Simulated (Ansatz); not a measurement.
# Ba2Tl5V3O12 (P-42m) in Ansatz: Born charges and dielectric tensor with PBE

Aim: the Born charges and dielectric tensor of Ba2Tl5V3O12 with PBE.

Program: Ansatz 0.2.0. These are calculated values, not measurements. Logs are shortened: lines on timing, memory, paths and dates and some standing lists are left out, and cuts for length are marked.

### Step 1. The crystal as given

It takes space group P-42m (No. 111, tetragonal). Conventional cell: a = 10.975 Å, b = 10.975 Å, c = 6.604 Å, α = 90.00°, β = 90.00°, γ = 90.00°. Ba (site symmetry 222) is surrounded by 4 O at 2.58 Å. V (site symmetry -42m) has 4 O at 1.73 Å as nearest neighbours. V (site symmetry 222) is surrounded by 4 O at 1.73 Å. Tl (site symmetry -42m) has 4 O at 2.65 Å as nearest neighbours. Around Tl (site symmetry m) lie 3 O at 2.50 to 2.65 Å. Around O (site symmetry m) lie 1 V at 1.73 Å. O (site symmetry 1) has 1 V at 1.73 Å as nearest neighbours.

The cell was built by a generator and needn't be a form met in nature.

### Step 2. Born charges and dielectric tensor, PBE, collinear spin, ferromagnetic start

input.yaml reads:

```yaml
crystal:
  lattice:
    - [10.97457, 0.0, 0.0]
    - [0.0, 10.97457, 0.0]
    - [0.0, 0.0, 6.604]
  atoms:
    - { symbol: Ba, position: [0.0, 0.5, 0.0] }
    - { symbol: Ba, position: [0.5, 0.0, 0.0] }
    - { symbol: V, position: [0.5, 0.5, 0.0], spin: 2.0 }
    - { symbol: V, position: [0.5, 0.0, 0.5], spin: 2.0 }
    - { symbol: V, position: [0.0, 0.5, 0.5], spin: 2.0 }
    - { symbol: Tl, position: [0.5, 0.5, 0.5] }
    - { symbol: Tl, position: [0.7126, 0.2874, 0.40228] }
    - { symbol: Tl, position: [0.2874, 0.7126, 0.40228] }
    - { symbol: Tl, position: [0.7126, 0.7126, 0.59772] }
    - { symbol: Tl, position: [0.2874, 0.2874, 0.59772] }
    - { symbol: O, position: [0.41064, 0.58936, 0.1577] }
    - { symbol: O, position: [0.58936, 0.41064, 0.1577] }
    - { symbol: O, position: [0.58936, 0.58936, 0.8423] }
    - { symbol: O, position: [0.41064, 0.41064, 0.8423] }
    - { symbol: O, position: [0.58661, 0.0857, 0.33378] }
    - { symbol: O, position: [0.41339, 0.0857, 0.66622] }
    - { symbol: O, position: [0.58661, 0.9143, 0.66622] }
    - { symbol: O, position: [0.41339, 0.9143, 0.33378] }
    - { symbol: O, position: [0.0857, 0.58661, 0.33378] }
    - { symbol: O, position: [0.0857, 0.41339, 0.66622] }
    - { symbol: O, position: [0.9143, 0.58661, 0.66622] }
    - { symbol: O, position: [0.9143, 0.41339, 0.33378] }
hamiltonian:
  xc: pbe
  pseudopotentials: { kind: paw }
magnetization:
  spin_polarized: true
kpoints:
  mp_grid: { grid: [2, 2, 3] }
scf:
  occupations: { method: gaussian, width: 0.01 }
output:
  eigenvalues: true
dielectric:
  method: response
```

Potentials or basis: Ansatz PAW.

Started as:

```
$ ansatz run input.yaml --threads 8 --pin off --max-ram 20480MiB --backend cpu --events-out ev --progress --plain --runs-dir out
```

Standard output:

```text
Warning: RAYON_NUM_THREADS=8 ignored (pool sized by the plan → 8); use --threads N
Engine: ansatz 0.2.0, aarch64-unknown-linux-gnu
Pseudopotentials: kind: paw
Pseudopotential: Ba, paw, valence charge 10, recommended cutoff 420 eV (normal), Ba.paw.azcp
Pseudopotential: V, paw, valence charge 13, recommended cutoff 420 eV (normal), V.paw.azcp
Pseudopotential: Tl, paw, valence charge 13, recommended cutoff 420 eV (normal), Tl.paw.azcp
Pseudopotential: O, paw, valence charge 6, recommended cutoff 420 eV (normal), O.paw.azcp
Functional definition: PBE
  parameter kappa = 0.804
  parameter beta = 0.06672455060314922
  exchange = pbe_x(kappa = kappa, mu = beta*pi^2/3)
  correlation = pbe_c(beta = beta)
Crystal: 22 atoms, lattice volume = 795.394 Å³
Basis set: ecut = 420 eV, 15543 PW (Γ), exchange–correlation on 150×150×90 points (8 copies of the dense FFT grid, shifted against one another)
Bands: 123, of which v1, the nominal top of the filled ones, is band 98 counted from 1 (97 counted from 0)
Symmetry: 8 space group operations
Space group: P-42m (ITA 111), of the structure as read, at distance tolerance 9.3e-5 Å
Magnetic group: BNS 111.251 (UNI 911), of the structure as read, at distance tolerance 9.3e-5 Å
k-points: 6 of 12
Non-local potential: Ba, projectors of the file, l = 0: 3, l = 1: 2, l = 2: 2, l = 3: 2
Non-local potential: V, projectors of the file, l = 0: 3, l = 1: 2, l = 2: 3, l = 3: 1
Non-local potential: Tl, projectors of the file, l = 0: 2, l = 1: 2, l = 2: 2, l = 3: 1
Non-local potential: O, projectors of the file, l = 0: 2, l = 1: 2, l = 2: 1
PAW form: soft (Blöchl's): semilocal exchange-correlation on the pseudo side does not see the compensation charge
PAW one-centre angular grid: Ba, 194 points (default); XC on 64 Gauss nodes
PAW one-centre angular grid: V, 590 points (default); XC on 64 Gauss nodes
PAW one-centre angular grid: Tl, 590 points (default); XC on 64 Gauss nodes
PAW one-centre angular grid: O, 110 points (default); XC on 64 Gauss nodes
Initial density: superposition of atomic densities (chi_scale 0.1, normalization cell, long waves kept (reshape's long-wave potential 0.16 eV rms))
Starting moments: Σ|m| = 6 μB on 3 of 22 sites
Initial wavefunctions: pseudopotential atomic-orbital guess
Functional: x = pbe(κ = 0.804, μ = 0.2195149727645171), c = pbe(β = 0.06672455060314922)
SCF 1 converged in 15 iterations: F = -84678.683760 eV  dr2 = 4.39e-8
[... 48 lines left out ...]
  E_local      = -32064.674802  (includes V_loc(G=0)·N_el)
  E_nonlocal   = 2126.632149
  E_hartree    = 13852.868893
  E_xc         = -2766.046325
  E_vxc        = -2603.796063  (∫ρ·V_xc dr)
  E_paw        = -66488.147235  (= ΣΔE_a)
  E_vpaw       = -2427.716379  (= ΣTr[D̂ρ^β])
  E_aug_tail   = 0.030027  (compensation charges beyond the density's cutoff)
  E_ewald      = -4436.473304
  E_smearing   = -0.000000  (= −TS)
  E_closure    = 0.000000  (closes the sum)
  Σ components = -84678.683760   (vs F -84678.683760, Δ=0.00e0)
--- Band table (eV; the first three rows and the last of 16) ---
  k-point 0 ↑: bands = ["-62.8305", "-62.8305", "-62.5007", "-36.8271", "-36.8271", "-36.7618", "-36.7618", "-36.7570", "-36.7570", "-36.4589", "-36.4273", "-36.4273", "-25.1111", "-25.1111", "-15.6121", "-15.5952", "-15.4180", "-15.4029", "-15.2904", "-15.2631", "-15.2631", "-15.2444", "-15.2444", "-14.8476", "-14.8476", "-14.8374", "-10.3855", "-10.3855", "-10.3433", "-10.3433", "-9.9790", "-9.9578", "-9.1145", "-8.9285", "-8.9177", "-8.8425", "-8.8425", "-8.8170", "-8.8170", "-8.8026", "-8.8001", "-8.7450", "-8.7450", "-8.7323", "-8.7108", "-8.6724", "-8.6498", "-8.6498", "-8.6491", "-8.6286", "-8.6227", "-8.6227", "-8.6101", "-8.5915", "-8.5915", "-8.5568", "-8.5453", "-4.4518", "-3.7889", "-3.7889", "-3.4567", "-3.3471", "-2.7300", "-2.2739", "-2.2739", "-2.1248", "-1.9953", "-1.9953", "-1.8834", "-1.7887", "-1.7724", "-1.7135", "-1.6692", "-1.5151", "-1.3750", "-1.3236", "-1.3007", "-1.3007", "-1.0939", "-1.0939", "-1.0665", "-1.0665", "-0.8417", "-0.7751", "-0.4518", "-0.3645", "-0.3645", "-0.1209", "-0.1209", "0.0782", "0.0792", "0.0812", "0.1660", "0.1660", "0.5025", "0.5745", "0.5857", "0.5857", "3.6874", "3.6874", "3.9647", "4.0235", "4.2858", "4.3054", "4.4956", "4.6189", "4.6439", "4.8638", "4.9199", "4.9606", "4.9925", "4.9925", "5.1867", "5.2673", "5.5109", "5.8125", "5.8525", "5.8525", "6.0397", "6.0397"]
  k-point 1 ↑: bands = ["-62.8305", "-62.8305", "-62.5007", "-36.8272", "-36.8272", "-36.7618", "-36.7618", "-36.7570", "-36.7570", "-36.4590", "-36.4273", "-36.4273", "-25.1081", "-25.1081", "-15.8445", "-15.8303", "-15.2677", "-15.2643", "-15.2643", "-15.2451", "-15.2451", "-15.1772", "-15.1626", "-14.8632", "-14.8472", "-14.8472", "-10.3826", "-10.3826", "-10.3400", "-10.3400", "-9.9827", "-9.9606", "-9.1162", "-8.9273", "-8.9163", "-8.8423", "-8.8423", "-8.8173", "-8.8173", "-8.8041", "-8.7974", "-8.7451", "-8.7451", "-8.7352", "-8.7093", "-8.6643", "-8.6510", "-8.6507", "-8.6507", "-8.6309", "-8.6232", "-8.6232", "-8.6079", "-8.5902", "-8.5902", "-8.5607", "-8.5428", "-4.4733", "-3.7634", "-3.7634", "-3.5251", "-3.1032", "-2.4306", "-2.3286", "-2.3286", "-2.1871", "-2.0498", "-2.0498", "-1.9755", "-1.9407", "-1.7488", "-1.7219", "-1.5077", "-1.4907", "-1.4096", "-1.4096", "-1.3709", "-1.2640", "-1.2207", "-1.1293", "-0.9111", "-0.9111", "-0.8572", "-0.8572", "-0.5466", "-0.5466", "-0.5382", "-0.2891", "-0.2891", "0.0090", "0.0480", "0.2461", "0.3922", "0.3922", "0.5221", "0.5221", "0.5459", "0.7318", "3.6649", "3.6649", "3.7867", "4.1264", "4.1752", "4.3733", "4.4930", "4.6366", "4.6376", "4.7280", "4.7280", "4.7443", "5.0321", "5.2193", "5.2790", "5.4930", "5.6065", "5.8214", "5.8214", "5.8716", "5.9367", "6.0250"]
  k-point 2 ↑: bands = ["-62.8305", "-62.8305", "-62.5007", "-36.8271", "-36.8271", "-36.7618", "-36.7618", "-36.7570", "-36.7570", "-36.4589", "-36.4273", "-36.4273", "-25.1111", "-25.1111", "-15.6039", "-15.6036", "-15.4109", "-15.4108", "-15.2949", "-15.2562", "-15.2520", "-15.2507", "-15.2504", "-14.8478", "-14.8477", "-14.8373", "-10.3855", "-10.3855", "-10.3434", "-10.3434", "-9.9685", "-9.9684", "-9.1149", "-8.9281", "-8.9177", "-8.8426", "-8.8425", "-8.8173", "-8.8161", "-8.8023", "-8.8009", "-8.7466", "-8.7425", "-8.7343", "-8.7096", "-8.6705", "-8.6515", "-8.6507", "-8.6468", "-8.6301", "-8.6253", "-8.6200", "-8.6092", "-8.5927", "-8.5859", "-8.5552", "-8.5528", "-4.4404", "-3.8451", "-3.7557", "-3.5120", "-3.3019", "-2.5715", "-2.4992", "-2.1429", "-2.1342", "-2.1053", "-1.9379", "-1.8403", "-1.7904", "-1.7226", "-1.6958", "-1.6229", "-1.5053", "-1.4648", "-1.4445", "-1.3324", "-1.1654", "-1.1493", "-1.1435", "-1.1012", "-1.0888", "-0.7688", "-0.5778", "-0.4951", "-0.4596", "-0.3341", "-0.2851", "-0.1281", "0.0805", "0.0833", "0.0983", "0.1642", "0.3807", "0.4374", "0.5138", "0.5675", "0.6157", "3.5211", "3.8099", "4.0920", "4.1674", "4.3095", "4.3784", "4.4401", "4.5553", "4.7254", "4.8135", "4.8641", "4.9024", "5.0128", "5.0846", "5.1370", "5.1799", "5.1806", "5.8082", "5.9039", "6.0521", "6.0924", "6.1685"]
  k-point 7 ↓: bands = ["-62.8305", "-62.8305", "-62.5007", "-36.8272", "-36.8272", "-36.7618", "-36.7618", "-36.7570", "-36.7570", "-36.4590", "-36.4273", "-36.4273", "-25.1081", "-25.1081", "-15.8374", "-15.8374", "-15.2810", "-15.2655", "-15.2494", "-15.2451", "-15.2423", "-15.1714", "-15.1714", "-14.8628", "-14.8474", "-14.8474", "-10.3842", "-10.3809", "-10.3409", "-10.3391", "-9.9717", "-9.9717", "-9.1164", "-8.9276", "-8.9172", "-8.8423", "-8.8423", "-8.8163", "-8.8163", "-8.8037", "-8.7989", "-8.7448", "-8.7448", "-8.7362", "-8.7081", "-8.6635", "-8.6567", "-8.6508", "-8.6508", "-8.6313", "-8.6179", "-8.6179", "-8.6085", "-8.5879", "-8.5879", "-8.5610", "-8.5518", "-4.4804", "-3.7462", "-3.7462", "-3.5609", "-3.1148", "-2.4026", "-2.2857", "-2.2857", "-2.2702", "-2.0646", "-1.9856", "-1.8775", "-1.8775", "-1.7578", "-1.7578", "-1.6104", "-1.5822", "-1.5822", "-1.3896", "-1.3279", "-1.3279", "-1.0987", "-1.0186", "-0.9296", "-0.8545", "-0.8545", "-0.8250", "-0.7585", "-0.6970", "-0.4297", "-0.2059", "-0.0248", "-0.0248", "0.1112", "0.1112", "0.1507", "0.4053", "0.4053", "0.5481", "0.5857", "0.9181", "3.6509", "3.6509", "4.1261", "4.2392", "4.2392", "4.3611", "4.4220", "4.4220", "4.6184", "4.6184", "4.6640", "4.7039", "5.0497", "5.1657", "5.1657", "5.5570", "5.6721", "5.6721", "5.6912", "5.8945", "6.1108", "6.1406"]
--- Dielectric response (ions clamped): 3 representative field directions + reference, inside a basis on a mesh of 96 k-points (Σ response iterations 21) ---
  ε∞ (high-frequency dielectric tensor):
        2.569815     0.000000    -0.000000
        0.000000     2.569815    -0.000000
       -0.000000    -0.000000     2.909937
  Born effective charges Z* (e; rows j = field, columns β = displacement):
    site 0:
         1.85669   -0.00000   -0.00000
         0.00000    0.97984   -0.00000
        -0.00000    0.00000    4.77373
    site 1:
         0.97984   -0.00000   -0.00000
         0.00000    1.85669   -0.00000
        -0.00000    0.00000    4.77373
    site 2:
         2.01624   -0.00000   -0.00000
         0.00000    2.01624   -0.00000
        -0.00000    0.00000    5.52759
    site 3:
         1.98517   -0.00000   -0.00000
         0.00000    3.50107   -0.00000
        -0.00000    0.00000    3.77944
    site 4:
[... 56 lines left out ...]
        -2.32893   -1.54492    0.80709
        -0.89801   -1.06023    0.39723
         0.53444    0.56290   -2.16872
    site 19:
        -2.32893    1.54492   -0.80709
         0.89801   -1.06023    0.39723
        -0.53444    0.56290   -2.16872
    site 20:
        -2.32893    1.54492    0.80709
         0.89801   -1.06023   -0.39723
         0.53444   -0.56290   -2.16872
    site 21:
        -2.32893   -1.54492   -0.80709
        -0.89801   -1.06023   -0.39723
        -0.53444   -0.56290   -2.16872
  Z* charge neutrality: 2.724e-2 e pre-enforcement
  solved inside a basis spanned on kpoints, on 4×4×6 k-points, taken by the longest dipole's decay: ε∞ is read to err by 1.8e-2, Z* by 9.0e-2 e (field_mesh: kpoints solves on kpoints); Z* is corrected for what the basis lacks
```

Wall time 7.5 min (8 threads of Arm Neoverse V1, shared host); peak memory 7.2 GiB.

What came out:

- Free energy: -84678.6838 eV
- Band gap on the k mesh: 2.60 eV, indirect (least direct gap 2.73 eV)
- Net moment: 0.00 μB per cell
- Absolute moment: 0.00 μB per cell
- Electronic dielectric tensor (diagonal): 2.57, 2.57, 2.91
- Born charges (mean of the diagonal): Ba +2.54; V +3.19, +3.09; Tl +1.57, +1.60; O -1.90, -1.85 e

Electronic dielectric tensor:
```
2.57 0.00 0.00
0.00 2.57 0.00
0.00 0.00 2.91
```

Born effective charge tensors (e):
atom 1, Ba
```
1.86 0.00 0.00
0.00 0.98 0.00
0.00 0.00 4.77
```
atom 2, Ba
```
0.98 0.00 0.00
0.00 1.86 0.00
0.00 0.00 4.77
```
atom 3, V
```
2.02 0.00 0.00
0.00 2.02 0.00
0.00 0.00 5.53
```
atom 4, V
```
1.99 0.00 0.00
0.00 3.50 0.00
0.00 0.00 3.78
```
atom 5, V
```
3.50 0.00 0.00
0.00 1.99 0.00
0.00 0.00 3.78
```
atom 6, Tl
```
0.56 0.00 0.00
0.00 0.56 0.00
0.00 0.00 3.61
```
atom 7, Tl
```
 1.95  0.73  0.37
 0.73  1.95 -0.37
 0.40 -0.40  0.91
```
atom 8, Tl
```
 1.95  0.73 -0.37
 0.73  1.95  0.37
-0.40  0.40  0.91
```
atom 9, Tl
```
 1.95 -0.73 -0.37
-0.73  1.95 -0.37
-0.40 -0.40  0.91
```
atom 10, Tl
```
 1.95 -0.73  0.37
-0.73  1.95  0.37
 0.40  0.40  0.91
```
atom 11, O
```
-1.28  0.92  0.64
 0.92 -1.28 -0.64
 1.64 -1.64 -3.13
```
atom 12, O
```
-1.28  0.92 -0.64
 0.92 -1.28  0.64
-1.64  1.64 -3.13
```
atom 13, O
```
-1.28 -0.92  0.64
-0.92 -1.28  0.64
 1.64  1.64 -3.13
```
atom 14, O
```
-1.28 -0.92 -0.64
-0.92 -1.28 -0.64
-1.64 -1.64 -3.13
```
atom 15, O
```
-1.06 -0.90  0.40
-1.54 -2.33  0.81
 0.56  0.53 -2.17
```
atom 16, O
```
-1.06  0.90  0.40
 1.54 -2.33 -0.81
 0.56 -0.53 -2.17
```
atom 17, O
```
-1.06  0.90 -0.40
 1.54 -2.33  0.81
-0.56  0.53 -2.17
```
atom 18, O
```
-1.06 -0.90 -0.40
-1.54 -2.33 -0.81
-0.56 -0.53 -2.17
```
atom 19, O
```
-2.33 -1.54  0.81
-0.90 -1.06  0.40
 0.53  0.56 -2.17
```
atom 20, O
```
-2.33  1.54 -0.81
 0.90 -1.06  0.40
-0.53  0.56 -2.17
```
atom 21, O
```
-2.33  1.54  0.81
 0.90 -1.06 -0.40
 0.53 -0.56 -2.17
```
atom 22, O
```
-2.33 -1.54 -0.81
-0.90 -1.06 -0.40
-0.53 -0.56 -2.17
```

Caveat: odd divisions of the mesh miss points on the zone boundary, where band edges often lie, so the gap on the mesh can be too wide; spin-orbit coupling is left out, which as a rule narrows the gap of such compounds by several tenths of an eV. PBE gaps usually lie below the measured ones, often by a third to a half.
